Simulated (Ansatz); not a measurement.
# Bi2Pd (I4/mmm): the equilibrium volume

At what volume is Bi2Pd (I4/mmm) free of pressure?

Computed with Ansatz 0.2.0 (DFT PBEsol, scalar-relativistic, plane waves, PAW, unless a step's input says otherwise).

### Step 1. The system as given

It takes space group I4/mmm (No. 139, tetragonal). The conventional cell has a = 3.373 Å, b = 3.373 Å, c = 13.026 Å, α = 90.00°, β = 90.00°, γ = 90.00°. Around Bi (site symmetry 4mm) lie 4 Pd at 2.98 Å and 4 Bi at 3.37 Å. Pd (site symmetry 4/mmm) has 8 Bi at 2.98 Å and 4 Pd at 3.37 Å as nearest neighbours.

Structure file:

```cif
data_structure
_symmetry_space_group_name_H-M 'I4/mmm'
_symmetry_Int_Tables_number 139
_cell_length_a 3.3732
_cell_length_b 3.3732
_cell_length_c 13.0261
_cell_angle_alpha 90.000
_cell_angle_beta 90.000
_cell_angle_gamma 90.000
_cell_volume 148.21
loop_
_atom_site_label
_atom_site_type_symbol
_atom_site_symmetry_multiplicity
_atom_site_Wyckoff_symbol
_atom_site_fract_x
_atom_site_fract_y
_atom_site_fract_z
_atom_site_occupancy
Bi1 Bi 4 e 0.00000 0.00000 0.36300 1
Pd1 Pd 2 a 0.00000 0.00000 0.00000 1
```

### Step 2. Full relaxation

input.yaml reads:

```yaml
crystal:
  lattice:
    - [-1.6865847586, 1.6865847586, 6.5130666036]
    - [1.6865847586, -1.6865847586, 6.5130666036]
    - [1.6865847586, 1.6865847586, -6.5130666036]
  atoms:
    - { symbol: Bi, position: [0.363, 0.363, 0.0] }
    - { symbol: Bi, position: [0.637, 0.637, 0.0] }
    - { symbol: Pd, position: [0.0, 0.0, 0.0] }
basis:
  ecutwfc: 420
  ecutrho_ratio: 4
kpoints:
  mp_grid: { grid: [14, 14, 14] }
hamiltonian:
  xc: pbesol
scf:
  occupations: { method: gaussian, width: 0.05 }
output:
  forces: true
  stress: true
  eigenvalues: true
relax:
  f_tol: 0.01
  max_steps: 60
  cell: { stress_tol: 0.04 }
```

Launch:

```sh
$ ansatz run input.yaml --threads 8 --pin off --max-ram 15360MiB --backend cpu --events-out ev --progress --plain --runs-dir out
```

Output:

```text
Warning: RAYON_NUM_THREADS=8 ignored (pool sized by the plan → 8); use --threads N
basis.fft_grid_basis auto: the FFT boxes are laid along the combinations [[1, 0, 1], [0, 1, 1], [0, 0, 1]] of the cell's own vectors, 3.373, 3.373 and 6.936 Å long. The dense box has 24×24×48 points. Along the cell's own vectors, as sized, it would have 48×48×48, 4.00 times as many. Of the 16 symmetry operations that the crystal satisfies within crystal.symmetry.tolerance (time reversal apart; of a slab, those that keep its plane) the dense box along the cell's own vectors carries 16, and the one as laid loses 12 of those. basis.fft_grid_basis: typed keeps the cell's own vectors: state it where this run's energies or levels are differenced outside the engine with another run's, or held beside a run that keeps those vectors.
Engine: ansatz 0.2.0, aarch64-unknown-linux-gnu
Pseudopotentials: kind: paw
Pseudopotential: Bi, paw, valence charge 15, recommended cutoff 420 eV (normal), Bi.paw.azcp
Pseudopotential: Pd, paw, valence charge 18, recommended cutoff 420 eV (normal), Pd.paw.azcp
Functional definition: PBEsol
  exchange = pbesol_x
  correlation = pbesol_c
Crystal: 3 atoms, lattice volume = 74.107 Å³
Basis set: ecut = 420 eV, 1441 PW (Γ), FFT grids on a1+a3, a2+a3, a3, exchange–correlation on 48×48×96 points (8 copies of the dense FFT grid, shifted against one another)
Bands: 29, of which v1, the nominal top of the filled ones, is band 24 counted from 1 (23 counted from 0)
Symmetry: 16 space group operations
Space group: I4/mmm (ITA 139), of the structure as read, at distance tolerance 4.2e-5 Å
k-points: 244 of 2744
Non-local potential: Bi, projectors of the file, l = 0: 2, l = 1: 2, l = 2: 2, l = 3: 2
Non-local potential: Pd, projectors of the file, l = 0: 2, l = 1: 2, l = 2: 2, l = 3: 1
PAW form: soft (Blöchl's): semilocal exchange-correlation on the pseudo side does not see the compensation charge
PAW frozen core: Bi, regenerated for the run's functional, and the local potential with it (the file was generated under x = pbe(κ = 0.804, μ = 0.2195149727645171), c = pbe(β = 0.06672455060314922))
PAW frozen core: Pd, regenerated for the run's functional, and the local potential with it (the file was generated under x = pbe(κ = 0.804, μ = 0.2195149727645171), c = pbe(β = 0.06672455060314922))
PAW one-centre angular grid: Bi, 590 points (default); XC on 64 Gauss nodes
PAW one-centre angular grid: Pd, 590 points (default); XC on 64 Gauss nodes
Initial density: superposition of atomic densities (neutral atoms: chi_scale 0, normalization atom), corrected by the library's trained network
Initial wavefunctions: pseudopotential atomic-orbital guess
Functional: x = pbesol(κ = 0.804, μ = 0.12345679012345678), c = pbesol(β = 0.046)
SCF iter   1: F=—  HF=-31391.355406 eV  |F-HF|=—  |Δ(HF+E_count)|=         —  Δρ=7.71e-3  dr2=6.62e-2  ethr=1.77e-3  ⟨swp⟩=6.7  Hψ=29391  notcnv=0
preconditioner: auto → Kerker (q_TF=auto, 2.538 Å⁻¹)  [metal: Δε(μ)=0.016 eV  Ē_g=17.162 eV  σ=0.050 eV  W_gap=0.18  n_scr=20 (ndim 8)  ℏωp=27.3 eV  f_vac=0.000  D(μ)=1.18/eV (n_scr^D=2)]
SCF iter   2: F=—  HF=-31391.348567 eV  |F-HF|=—  |Δ(HF+E_count)|=   6.84e-3  Δρ=2.85e-3  dr2=1.15e-2  ethr=1.38e-4  ⟨swp⟩=1.9  Hψ=9642  notcnv=0  defer=59
SCF iter   3: F=—  HF=-31391.347188 eV  |F-HF|=—  |Δ(HF+E_count)|=   1.38e-3  Δρ=6.97e-4  dr2=1.05e-3  ethr=2.40e-5  ⟨swp⟩=1.9  Hψ=7427  notcnv=0  defer=59
SCF iter   4: F=—  HF=-31391.347037 eV  |F-HF|=—  |Δ(HF+E_count)|=   1.52e-4  Δρ=1.50e-4  dr2=5.99e-5  ethr=2.20e-6  ⟨swp⟩=2.1  Hψ=8191  notcnv=0  defer=59
SCF iter   5: F=—  HF=-31391.347034 eV  |F-HF|=—  |Δ(HF+E_count)|=   2.50e-6  Δρ=4.33e-5  dr2=4.53e-6  ethr=1.25e-7  ⟨swp⟩=2.0  Hψ=8978  notcnv=0  defer=59
SCF iter   6: F=—  HF=-31391.347034 eV  |F-HF|=—  |Δ(HF+E_count)|=   5.46e-7  Δρ=1.03e-5  dr2=1.54e-7  ethr=9.44e-9  ⟨swp⟩=2.0  Hψ=8576  notcnv=0  defer=59
SCF iter   7: F=-31391.347034 eV  HF=-31391.347034 eV  |F-HF|=5.66e-9  |Δ(HF+E_count)|=   2.01e-8  Δρ=3.30e-6  dr2=1.24e-8  ethr=2.08e-10  ⟨swp⟩=8.8  Hψ=34736  notcnv=0
SCF 1 converged in 7 iterations: F = -31391.347034 eV  dr2 = 1.24e-8
relax step   1: F+E_penalty+E_count = -31391.34703354 eV  Δ(F+E_penalty+E_count) = +0.000e0 eV  max|allowed force component| = 1.689e-1 eV/Å  Δτ_max = 0.0000 Å  P = -2.091 GPa  Ω = 74.107 Å³  (7 SCF iters, dr2 threshold 1.00e-7 eV, accepted)
Crystal: 3 atoms, lattice volume = 70.521 Å³
Basis set: ecut = 420 eV, 1401 PW (Γ), FFT grids on a1+a3, a2+a3, a3, exchange–correlation on 48×48×96 points (8 copies of the dense FFT grid, shifted against one another)
Initial density: handed on by an earlier stage of this run
Initial wavefunctions: those handed on with the density
iter 1 solved again at ethr=1.59e-4 eV; its pass at ethr=3.10e-3 eV (dr2=7.66e-2 eV) is discarded
SCF iter   1: F=—  HF=-31391.358793 eV  |F-HF|=—  |Δ(HF+E_count)|=         —  Δρ=6.68e-3  dr2=7.68e-2  ethr=1.59e-4  ⟨swp⟩=1.0  Hψ=35815  notcnv=0
preconditioner: auto → Kerker (q_TF=auto, 2.559 Å⁻¹)  [metal: Δε(μ)=0.009 eV  Ē_g=17.426 eV  σ=0.050 eV  W_gap=0.10  n_scr=20 (ndim 8)  ℏωp=28.0 eV  f_vac=0.000  D(μ)=1.38/eV (n_scr^D=2)]
SCF iter   2: F=—  HF=-31391.351242 eV  |F-HF|=—  |Δ(HF+E_count)|=   7.55e-3  Δρ=3.11e-3  dr2=2.27e-2  ethr=1.59e-4  ⟨swp⟩=1.6  Hψ=7287  notcnv=0
SCF iter   3: F=—  HF=-31391.348015 eV  |F-HF|=—  |Δ(HF+E_count)|=   3.23e-3  Δρ=7.75e-4  dr2=2.26e-3  ethr=4.73e-5  ⟨swp⟩=1.3  Hψ=7253  notcnv=0
SCF iter   4: F=—  HF=-31391.347681 eV  |F-HF|=—  |Δ(HF+E_count)|=   3.35e-4  Δρ=2.16e-4  dr2=7.52e-5  ethr=4.71e-6  ⟨swp⟩=2.0  Hψ=8069  notcnv=0
SCF iter   5: F=—  HF=-31391.347670 eV  |F-HF|=—  |Δ(HF+E_count)|=   1.01e-5  Δρ=5.88e-5  dr2=7.64e-6  ethr=1.57e-7  ⟨swp⟩=2.0  Hψ=8897  notcnv=0
SCF iter   6: F=-31391.347669 eV  HF=-31391.347669 eV  |F-HF|=1.59e-7  |Δ(HF+E_count)|=   1.12e-6  Δρ=1.56e-5  dr2=2.67e-7  ethr=6.25e-10  ⟨swp⟩=5.5  Hψ=36390  notcnv=0
SCF 2 converged in 6 iterations: F = -31391.347669 eV  dr2 = 2.67e-7
relax step   2: F+E_penalty+E_count = -31391.34766916 eV  Δ(F+E_penalty+E_count) = -6.356e-4 eV  max|allowed force component| = 1.706e-1 eV/Å  Δτ_max = 0.0034 Å  P = +2.444 GPa  Ω = 70.521 Å³  energy of the carried Pulay correction = +7.749e-4 eV  (6 SCF iters, dr2 threshold 3.00e-7 eV, rejected (line search))
Crystal: 3 atoms, lattice volume = 72.595 Å³
Basis set: ecut = 420 eV, 1425 PW (Γ), FFT grids on a1+a3, a2+a3, a3, exchange–correlation on 48×48×96 points (8 copies of the dense FFT grid, shifted against one another)
iter 1 solved again at ethr=5.56e-5 eV; its pass at ethr=3.10e-3 eV (dr2=2.67e-2 eV) is discarded
SCF iter   1: F=—  HF=-31391.364264 eV  |F-HF|=—  |Δ(HF+E_count)|=         —  Δρ=3.79e-3  dr2=2.66e-2  ethr=5.56e-5  ⟨swp⟩=1.0  Hψ=37403  notcnv=0
preconditioner: auto → Kerker (q_TF=auto, 2.547 Å⁻¹)  [metal: Δε(μ)=0.009 eV  Ē_g=17.292 eV  σ=0.050 eV  W_gap=0.10  n_scr=20 (ndim 8)  ℏωp=27.6 eV  f_vac=0.000  D(μ)=1.10/eV (n_scr^D=2)]
SCF iter   2: F=—  HF=-31391.360790 eV  |F-HF|=—  |Δ(HF+E_count)|=   3.47e-3  Δρ=1.61e-3  dr2=1.90e-3  ethr=5.54e-5  ⟨swp⟩=2.0  Hψ=8949  notcnv=0
SCF iter   3: F=—  HF=-31391.360514 eV  |F-HF|=—  |Δ(HF+E_count)|=   2.76e-4  Δρ=6.75e-4  dr2=1.08e-3  ethr=3.96e-6  ⟨swp⟩=2.0  Hψ=9457  notcnv=0
SCF iter   4: F=—  HF=-31391.360301 eV  |F-HF|=—  |Δ(HF+E_count)|=   2.12e-4  Δρ=1.48e-4  dr2=4.38e-5  ethr=2.26e-6  ⟨swp⟩=2.0  Hψ=8110  notcnv=0
SCF iter   5: F=—  HF=-31391.360290 eV  |F-HF|=—  |Δ(HF+E_count)|=   1.14e-5  Δρ=4.34e-5  dr2=4.49e-6  ethr=9.14e-8  ⟨swp⟩=2.0  Hψ=8726  notcnv=0
SCF iter   6: F=—  HF=-31391.360291 eV  |F-HF|=—  |Δ(HF+E_count)|=   1.34e-6  Δρ=1.42e-5  dr2=2.25e-7  ethr=9.36e-9  ⟨swp⟩=2.0  Hψ=8531  notcnv=0
SCF iter   7: F=—  HF=-31391.360291 eV  |F-HF|=—  |Δ(HF+E_count)|=   2.15e-8  Δρ=4.00e-6  dr2=1.85e-8  ethr=4.69e-10  ⟨swp⟩=2.1  Hψ=8994  notcnv=0
SCF iter   8: F=—  HF=-31391.360291 eV  |F-HF|=—  |Δ(HF+E_count)|=   2.66e-9  Δρ=8.37e-7  dr2=4.82e-10  ethr=3.86e-11  ⟨swp⟩=2.4  Hψ=10997  notcnv=0
SCF iter   9: F=—  HF=-31391.360291 eV  |F-HF|=—  |Δ(HF+E_count)|=  8.00e-11  Δρ=2.82e-7  dr2=8.97e-11  ethr=1.00e-12  ⟨swp⟩=2.5  Hψ=11964  notcnv=0
SCF iter  10: F=-31391.360291 eV  HF=-31391.360291 eV  |F-HF|=3.64e-12  |Δ(HF+E_count)|=  2.18e-11  Δρ=6.87e-8  dr2=4.23e-12  ethr=1.00e-12  ⟨swp⟩=6.2  Hψ=33062  notcnv=0
the search or the solves at the SCF's close seem to have found levels that the self-consistency loop had missed (the run counts 1). By its estimate they hold under 1e-12 electrons; where the run keeps them, the occupations were computed again with them
SCF 3 converged in 10 iterations: F = -31391.360291 eV  dr2 = 4.23e-12
relax step   3: F+E_penalty+E_count = -31391.36029142 eV  Δ(F+E_penalty+E_count) = -1.326e-2 eV  max|allowed force component| = 8.475e-3 eV/Å  Δτ_max = 0.0048 Å  P = -0.261 GPa  Ω = 72.595 Å³  energy of the carried Pulay correction = +3.221e-4 eV  (10 SCF iters, accepted)
Crystal: 3 atoms, lattice volume = 72.221 Å³
iter 1 solved again at ethr=1.97e-6 eV; its pass at ethr=3.10e-3 eV (dr2=9.44e-4 eV) is discarded
SCF iter   1: F=—  HF=-31391.361003 eV  |F-HF|=—  |Δ(HF+E_count)|=         —  Δρ=6.65e-4  dr2=8.66e-4  ethr=1.97e-6  ⟨swp⟩=2.1  Hψ=34375  notcnv=0
preconditioner: auto → Kerker (q_TF=auto, 2.549 Å⁻¹)  [metal: Δε(μ)=0.003 eV  Ē_g=17.303 eV  σ=0.050 eV  W_gap=0.03  n_scr=20 (ndim 8)  ℏωp=27.6 eV  f_vac=0.000  D(μ)=1.36/eV (n_scr^D=2)]
SCF iter   2: F=—  HF=-31391.360922 eV  |F-HF|=—  |Δ(HF+E_count)|=   8.08e-5  Δρ=3.19e-4  dr2=2.76e-4  ethr=1.80e-6  ⟨swp⟩=1.0  Hψ=7076  notcnv=0
SCF iter   3: F=—  HF=-31391.360875 eV  |F-HF|=—  |Δ(HF+E_count)|=   4.77e-5  Δρ=1.32e-4  dr2=4.99e-5  ethr=5.74e-7  ⟨swp⟩=1.1  Hψ=7117  notcnv=0
SCF iter   4: F=—  HF=-31391.360866 eV  |F-HF|=—  |Δ(HF+E_count)|=   8.13e-6  Δρ=4.28e-5  dr2=2.99e-6  ethr=1.04e-7  ⟨swp⟩=2.0  Hψ=8170  notcnv=0
iter 5 did not close the SCF: its close was put off for the readings that it lacked (scf_convergence_deferred on its scf_iter line)
SCF iter   5: F=-31391.360865 eV  HF=-31391.360866 eV  |F-HF|=9.88e-8  |Δ(HF+E_count)|=   8.11e-7  Δρ=1.27e-5  dr2=1.66e-7  ethr=6.23e-9  ⟨swp⟩=2.0  Hψ=12589  notcnv=0
SCF iter   6: F=-31391.360866 eV  HF=-31391.360866 eV  |F-HF|=6.34e-9  |Δ(HF+E_count)|=   3.24e-8  Δρ=3.73e-6  dr2=1.09e-8  ethr=3.45e-10  ⟨swp⟩=3.1  Hψ=25859  notcnv=0
SCF 4 converged in 6 iterations: F = -31391.360866 eV  dr2 = 1.09e-8
relax step   4: F+E_penalty+E_count = -31391.36086555 eV  Δ(F+E_penalty+E_count) = -5.741e-4 eV  max|allowed force component| = 4.818e-3 eV/Å  Δτ_max = 0.0047 Å  P = +0.053 GPa  Ω = 72.221 Å³  energy of the carried Pulay correction = +4.029e-4 eV  (6 SCF iters, dr2 threshold 3.00e-7 eV, accepted)
Crystal: 3 atoms, lattice volume = 72.263 Å³
Basis set: ecut = 420 eV, 1417 PW (Γ), FFT grids on a1+a3, a2+a3, a3, exchange–correlation on 48×48×96 points (8 copies of the dense FFT grid, shifted against one another)
iter 1 solved again at ethr=4.02e-8 eV; its pass at ethr=3.10e-3 eV (dr2=1.93e-5 eV) is discarded
SCF iter   1: F=—  HF=-31391.360913 eV  |F-HF|=—  |Δ(HF+E_count)|=         —  Δρ=1.02e-4  dr2=6.77e-6  ethr=4.02e-8  ⟨swp⟩=3.0  Hψ=38721  notcnv=0
preconditioner: auto → Kerker (q_TF=auto, 2.548 Å⁻¹)  [metal: Δε(μ)=0.008 eV  Ē_g=17.302 eV  σ=0.050 eV  W_gap=0.09  n_scr=20 (ndim 8)  ℏωp=27.6 eV  f_vac=0.000  D(μ)=1.39/eV (n_scr^D=2)]
SCF iter   2: F=—  HF=-31391.360914 eV  |F-HF|=—  |Δ(HF+E_count)|=   4.33e-7  Δρ=5.90e-5  dr2=1.28e-6  ethr=1.41e-8  ⟨swp⟩=1.9  Hψ=7648  notcnv=0
SCF iter   3: F=—  HF=-31391.360914 eV  |F-HF|=—  |Δ(HF+E_count)|=   1.23e-7  Δρ=2.61e-5  dr2=4.40e-7  ethr=2.66e-9  ⟨swp⟩=2.3  Hψ=10646  notcnv=0
SCF iter   4: F=—  HF=-31391.360914 eV  |F-HF|=—  |Δ(HF+E_count)|=   3.34e-8  Δρ=5.54e-6  dr2=4.01e-8  ethr=9.18e-10  ⟨swp⟩=2.0  Hψ=7796  notcnv=0
SCF iter   5: F=-31391.360914 eV  HF=-31391.360914 eV  |F-HF|=1.78e-9  |Δ(HF+E_count)|=   2.63e-9  Δρ=1.25e-6  dr2=3.19e-9  ethr=4.73e-11  ⟨swp⟩=4.7  Hψ=22737  notcnv=0
SCF 5 converged in 5 iterations: F = -31391.360914 eV  dr2 = 3.19e-9
relax step   5: F+E_penalty+E_count = -31391.36091357 eV  Δ(F+E_penalty+E_count) = -4.802e-5 eV  max|allowed force component| = 3.841e-4 eV/Å  Δτ_max = 0.0008 Å  P = +0.013 GPa  Ω = 72.263 Å³  energy of the carried Pulay correction = +3.938e-4 eV  (5 SCF iters, dr2 threshold 2.27e-8 eV, accepted)
Initial wavefunctions: pseudopotential atomic-orbital guess (no wavefunctions were taken with the density)
iter 1 solved again at ethr=6.49e-8 eV; its pass at ethr=3.10e-3 eV (dr2=3.11e-5 eV) is discarded
SCF iter   1: F=—  HF=-31391.360501 eV  |F-HF|=—  |Δ(HF+E_count)|=         —  Δρ=3.77e-5  dr2=1.98e-7  ethr=6.49e-8  ⟨swp⟩=4.0  Hψ=50595  notcnv=0
preconditioner: auto → Kerker (q_TF=auto, 2.548 Å⁻¹)  [metal: Δε(μ)=0.009 eV  Ē_g=17.302 eV  σ=0.050 eV  W_gap=0.10  n_scr=20 (ndim 8)  ℏωp=27.6 eV  f_vac=0.000  D(μ)=1.39/eV (n_scr^D=2)]
SCF iter   2: F=—  HF=-31391.360499 eV  |F-HF|=—  |Δ(HF+E_count)|=   2.09e-6  Δρ=1.96e-5  dr2=6.28e-8  ethr=4.12e-10  ⟨swp⟩=2.1  Hψ=12927  notcnv=0
SCF iter   3: F=—  HF=-31391.360499 eV  |F-HF|=—  |Δ(HF+E_count)|=   1.88e-8  Δρ=5.10e-6  dr2=1.58e-8  ethr=1.31e-10  ⟨swp⟩=3.0  Hψ=12855  notcnv=0
SCF iter   4: F=—  HF=-31391.360499 eV  |F-HF|=—  |Δ(HF+E_count)|=   2.08e-9  Δρ=1.21e-6  dr2=8.89e-10  ethr=3.30e-11  ⟨swp⟩=2.1  Hψ=10492  notcnv=0
SCF iter   5: F=—  HF=-31391.360499 eV  |F-HF|=—  |Δ(HF+E_count)|=    0.00e0  Δρ=2.25e-7  dr2=1.32e-10  ethr=1.85e-12  ⟨swp⟩=2.1  Hψ=9815  notcnv=0
SCF iter   6: F=-31391.360499 eV  HF=-31391.360499 eV  |F-HF|=2.55e-11  |Δ(HF+E_count)|=  1.46e-11  Δρ=6.45e-8  dr2=1.42e-11  ethr=1.00e-12  ⟨swp⟩=5.2  Hψ=34614  notcnv=0
SCF 6 converged in 6 iterations: F = -31391.360499 eV  dr2 = 1.42e-11
relax step   6: F+E_penalty+E_count = -31391.36049890 eV  Δ(F+E_penalty+E_count) = +4.147e-4 eV  max|allowed force component| = 5.223e-4 eV/Å  Δτ_max = 0.0000 Å  P = +0.017 GPa  Ω = 72.263 Å³  stress off target by 2.44e-2 GPa  SCF on the basis re-selected at this cell (its energy is not comparable with the rows above)  (6 SCF iters)
basis re-selected at this cell: Δ(F+E_penalty+E_count) = +4.147e-4 eV, ΔP = +0.004 GPa vs the last step (what re-selecting the basis moved, of the pressure what is left beyond the Pulay correction that the steps carried, after the strain that the cell walked since its last selection, with what the two solves' SCF thresholds leave and, on support functions, any second-order correction that the steps lacked; it is no measure of the basis error at this ecutwfc). This SCF's stress stands 2.44e-2 GPa from its target on what of the cell is left free (relax.cell.stress_tol is 4.00e-2 GPa) and its largest allowed force component is 5.22e-4 eV/Å (relax.f_tol is 1.00e-2 eV/Å): within both
SCF converged after 6 iterations
Free energy (F): -31391.360499 eV
Harris-Foulkes:  -31391.360499 eV  (|F-HF|=2.55e-11)
Internal energy: -31391.358758 eV  (E = F + TS)
E sigma→0 (E₀):  -31391.359629 eV
Entropy (-TS):   -0.001741 eV (-0.580 meV/atom)
Fermi energy:    14.551951 eV
--- Per-component energies (eV) ---
  E_band       = -330.791714
  E_kinetic    = 1121.784527
  E_local      = -5416.722953  (includes V_loc(G=0)·N_el)
  E_nonlocal   = 1344.742361
  E_hartree    = 2013.346012
  E_xc         = -469.591365
  E_vxc        = -501.242342  (∫ρ·V_xc dr)
  E_paw        = -24705.133853  (= ΣΔE_a)
  E_vpaw       = -906.044751  (= ΣTr[D̂ρ^β])
  E_aug_tail   = -0.000740  (compensation charges beyond the density's cutoff)
  E_ewald      = -5280.264776
  E_core_change = 0.482029  (= ΣΔE_core)
  E_smearing   = -0.001741  (= −TS)
  E_closure    = -0.000000  (closes the sum)
  Σ components = -31391.360499   (vs F -31391.360499, Δ=0.00e0)
--- Forces (eV/Å), atoms counted from 1 ---
  atom   1  Bi     0.00000000     0.00000000    -0.00052234
  atom   2  Bi     0.00000000     0.00000000     0.00052234
  atom   3  Pd    -0.00000000     0.00000000    -0.00000000
  max |Σ_I F_I| component: 1.89e-29 eV/Å
--- Stress (GPa, compression-positive) ---
        0.024422       0.000000       0.000000
        0.000000       0.024422       0.000000
       -0.000000       0.000000       0.002602
  P = ⅓ Tr σ = 0.0171 GPa (0.171 kbar)
--- Band table (eV; the first three rows and the last of 244) ---
  k-point 0: bands = ["-70.0958", "-35.8758", "-35.8625", "-35.8625", "-8.6794", "-8.6692", "-8.5969", "-8.5342", "-8.4804", "-8.4804", "-8.4592", "-8.4592", "-8.4401", "-8.4270", "0.8425", "2.8744", "8.1520", "10.5806", "11.3133", "11.3133", "11.7397", "11.9246", "16.4128", "16.9728", "16.9728", "17.6781", "17.6781", "19.2530", "20.5296"]
  k-point 1: bands = ["-70.0957", "-35.8756", "-35.8635", "-35.8635", "-8.6636", "-8.6539", "-8.5911", "-8.5278", "-8.4842", "-8.4802", "-8.4670", "-8.4619", "-8.4454", "-8.4337", "0.9715", "2.9598", "8.3077", "10.6129", "11.2380", "11.3592", "11.7427", "11.8296", "15.7282", "16.0605", "16.5745", "17.0265", "17.7144", "20.3515", "21.5056"]
  k-point 2: bands = ["-70.0954", "-35.8750", "-35.8664", "-35.8663", "-8.6190", "-8.6107", "-8.5753", "-8.5114", "-8.4948", "-8.4874", "-8.4791", "-8.4693", "-8.4611", "-8.4521", "1.3510", "3.2130", "8.7479", "10.7067", "11.0113", "11.4980", "11.5415", "11.7445", "14.4434", "14.9084", "15.6682", "15.9175", "17.9303", "21.7418", "23.1845"]
  k-point 243: bands = ["-70.0958", "-35.8758", "-35.8625", "-35.8625", "-8.6845", "-8.6640", "-8.6077", "-8.5223", "-8.4992", "-8.4992", "-8.4403", "-8.4403", "-8.4368", "-8.4302", "1.5986", "1.6689", "10.0643", "10.5806", "11.3556", "11.3556", "11.7969", "11.9248", "12.9361", "15.9879", "15.9879", "19.3152", "19.3152", "20.5016", "21.5507"]
--- Relaxed structure (5 steps of the walk, 4 accepted, 1 SCFs on fresh bases) ---
  F+E_penalty+E_count = -31391.36049890 eV   max|allowed force component| = 5.223e-4 eV/Å   (the final SCF, on the basis selected at the relaxed cell)
  cell:  # Å, volume = 72.2630 Å³
    - [-1.680172603954482, 1.680172603954482, 6.399533677413468]
    - [1.680172603954482, -1.680172603954482, 6.399533677413468]
    - [1.680172603954482, 1.680172603954482, -6.399533677413468]
  atoms:
    - { symbol: Bi, position: [0.3630715306923885, 0.3630715306923885, 3.5648699262120813e-34] }
    - { symbol: Bi, position: [0.6369284693076115, 0.6369284693076115, 6.159410329255242e-35] }
    - { symbol: Pd, position: [2.21954262811976e-20, 2.2195426281197378e-20, -2.570043523404195e-34] }
```

Run time: 38 s. Hardware: 8 threads of Arm Neoverse N1, shared host; peak memory 0.75 GiB.

Relaxation path:

| step | energy from step 1 (meV/atom) | largest force component (eV/Å) | pressure (GPa) | volume (Å³/atom) |
| --- | --- | --- | --- | --- |
| 1 | 0.0 | 0.169 | -2.09 | 24.702 |
| 2 | -0.2 | 0.171 | 2.44 | 23.507 |
| 3 | -4.4 | 0.008 | -0.26 | 24.198 |
| 4 | -4.6 | 0.005 | 0.05 | 24.074 |
| 5 | -4.6 | 0.000 | 0.01 | 24.088 |
| 6 | -4.5 | 0.001 | 0.02 | 24.088 |

Step 1 is the start. Step 2 was tried and not accepted. Step 6 repeats the geometry before it on a plane-wave basis chosen anew for the final cell, which shifts the energy by +0.1 meV/atom.

Result: volume 24.088 Å³/atom, pressure 0.02 GPa, metallic.

### Step 3. The cell, before and after

The cell before and after:

| cell as typed | before | after | change |
| --- | --- | --- | --- |
| a (Å) | 6.936 | 6.826 | -1.6 % |
| b (Å) | 6.936 | 6.826 | -1.6 % |
| c (Å) | 6.936 | 6.826 | -1.6 % |
| α (°) | 151.85 | 151.50 | -0.35° |
| β (°) | 151.85 | 151.50 | -0.35° |
| γ (°) | 40.23 | 40.74 | +0.51° |
| volume (Å³/atom) | 24.702 | 24.088 | -2.5 % |
| shortest distance (Å) | 2.979 | 2.953 | -0.9 % |
| space group | I4/mmm | I4/mmm | same |

### Step 4. What came out

```
         quantity                                                                       value
           volume                                                              24.088 Å³/atom
         pressure                                                                    0.02 GPa
conventional cell  a = 3.360 Å, b = 3.360 Å, c = 12.799 Å, α = 90.00°, β = 90.00°, γ = 90.00°
  gap on the mesh                                                                none (metal)
```

What this shows: Over the one relaxation shown the cell moved from 24.70 to 24.09 Å³/atom, a change of -2.5 %, where the pressure is zero within 0.02 GPa. Spin–orbit coupling is left out, though the cell holds Bi; in elements this heavy it can shift levels and gaps by tenths of an eV.
